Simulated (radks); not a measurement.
# Cd¹²⁺ in [Kr]: an all-electron calculation

What are the levels of the cadmium ion Cd12+, how large are its shells, and how does its energy divide?

Method: Dirac Kohn-Sham, LDA (Slater exchange, Perdew-Wang correlation), spin-unpolarised, spherical densities, point nucleus. Code: radks (a radial shooting solver on a logarithmic mesh, Libxc functionals) version 1.

**1. The system**

| Property | Result |
| --- | --- |
| element | cadmium (Z = 48) |
| charge | +12 |
| electrons | 36 |
| configuration | [Kr] |

Outer shells as boxes (Hund's rule):

Cd¹²⁺
```
[Ar] core
3d [↑↓][↑↓][↑↓][↑↓][↑↓]
4s [↑↓]
4p [↑↓][↑↓][↑↓]
```

**2. Self-consistent calculation**

The run's settings:

```text
Z 48
configuration [Kr]
relativity Dirac
functional lda,pw
spin unpolarised
j_filling energy
nucleus point
c 137.035999084
```

Run with:

```bash
> python run_ks.py task.json out
```

All runs below come from this command, one after another.

Q: Predict the outcome of this run.

As calculated:

| quantity | value |
| --- | --- |
| total energy | -5544.83616 hartree |
| exchange-correlation share of it | 2.53 % |
| −T/E | 1.0490 |
| highest occupied level | 4p3/2, -293.31 eV |
| most extended occupied level | 4p3/2, <r> = 0.862 bohr |
| radius at density 0.001 e/bohr³ | 1.98 bohr |
| maxima of the radial density | 3 |
| ionisation energy, NIST | 305 (theory) eV |

What this shows: The radial density shows 3 maxima for 4 occupied principal shells; where shells overlap, one shows as a shoulder or not at all. −T/E is 1.049: with relativity the kinetic term as defined here no longer equals −E. The top level binds by 293.31 eV, 96 % of the NIST ionisation energy of 305 eV. 
